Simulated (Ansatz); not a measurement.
# AlH₅Se (SMILES [AlH3-][SeH2+]): a rigid scan of the bond length Al1–H5

The task here is to estimate one member of a computed series from the others.

The runs use Ansatz 0.2.0, Gaussian basis; single points in def2-TZVPP.

Levels: PBE-D4, r2SCAN-D4, PBE0-D4, B3LYP-D4, wB97M-V, Hartree-Fock, MP2, CCSD, CCSD(T). The scan takes 1.372, 1.419, 1.488, 1.568, 1.657, 1.753, 1.855, 1.962, 2.074 Å.

Cores are frozen in the correlated methods. Filled d shells of the heavier atoms are correlated. B3LYP uses VWN-RPA correlation.

33 further runs of the same task are left out: 33 set aside as unsound or not needed.

### Where the work starts

The minimum, relaxed at PBE0-D4: SMILES `[AlH3-][SeH2+]`, 7 atoms, charge 0, spin multiplicity 1.

Atoms are counted from 1 here; the program's logs count them from 0.

Bond lengths: Al1–Se2 2.668 Å, Al1–H3 1.596 Å, Al1–H4 1.596 Å, Al1–H5 1.595 Å, Se2–H6 1.469 Å, Se2–H7 1.469 Å. Angles: Se2–Al1–H3 94.9°, Se2–Al1–H4 94.8°, Se2–Al1–H5 99.4°, H3–Al1–H4 118.8°, H3–Al1–H5 118.8°, H4–Al1–H5 118.8°, Al1–Se2–H6 97.2°, Al1–Se2–H7 97.1°, H6–Se2–H7 91.6°.

Geometry (Å):

```
atom     x (Å)     y (Å)     z (Å)
 Al1  -0.74417  -0.59197  -0.66056
 Se2   0.80492   0.31879   1.31095
  H3  -0.12086  -2.06117  -0.65712
  H4  -2.11459  -0.33630   0.11643
  H5  -0.31744   0.42035  -1.81723
  H6   2.04490   0.43620   0.53195
  H7   0.50844   1.74619   1.12988
```

Energies of the minimum (eV), from earlier single points: PBE-D4 -72013.88042, r2SCAN-D4 -72026.58703, PBE0-D4 -72016.77552, B3LYP-D4 -72029.79737, wB97M-V -72023.00827, CCSD(T) -71976.73453.

At the minimum the bond length Al1–H5 is 1.595 Å.

Set-up of the first run:

ccsdt-tzvpp/in.yaml

```yaml
crystal:
  periodic: [false, false, false]
  atoms:
    - {symbol: Al, position_ang: [-0.744171, -0.591968, -0.660555]}
    - {symbol: Se, position_ang: [0.804922, 0.318788, 1.310951]}
    - {symbol: H, position_ang: [-0.120860, -2.061166, -0.657125]}
    - {symbol: H, position_ang: [-2.114594, -0.336296, 0.116433]}
    - {symbol: H, position_ang: [-0.377157, 0.278690, -1.655361]}
    - {symbol: H, position_ang: [2.044905, 0.436197, 0.531947]}
    - {symbol: H, position_ang: [0.508438, 1.746189, 1.129876]}
basis:
  gaussian: {orbitals: def2-TZVPP}
correlation: {method: ccsd_t}
```

No record of the launch command was kept for these runs.

Steps of the session up to this table: Al1–H5 = 1.372 Å; Al1–H5 = 1.419 Å; Al1–H5 = 1.488 Å; Al1–H5 = 1.568 Å; Al1–H5 = 1.657 Å; Al1–H5 = 1.753 Å; Al1–H5 = 1.855 Å; Al1–H5 = 1.962 Å; Al1–H5 = 2.074 Å.

One of the session's tables, all rows but one given; the rest of the session is left out.

Energies less that of the minimum at the same level (meV):

```
bond length (Å)  PBE-D4  PBE0-D4  B3LYP-D4  wB97M-V  Hartree-Fock
          1.372     447      428       401      393           423
          1.419     264      248       228      221           241
          1.488      93       82        71       66            76
          1.568       ?        ?         ?        ?             ?
1.595 (minimum)       0        0         0        0             0
          1.657      16       23        28       32            30
          1.753     110      130       142      151           150
          1.855     274      309       325      344           349
          1.962     486      539       554      590           606
          2.074     740      813       826      877           907
```

Estimate the missing values for bond length (Å) = 1.568.

As computed: PBE-D4: 7; PBE0-D4: 4; B3LYP-D4: 2; wB97M-V: 0; Hartree-Fock: 2.

Limits of these values: A polynomial through the near points puts the CCSD(T) minimum 0.005 Å below the PBE0-D4 value.
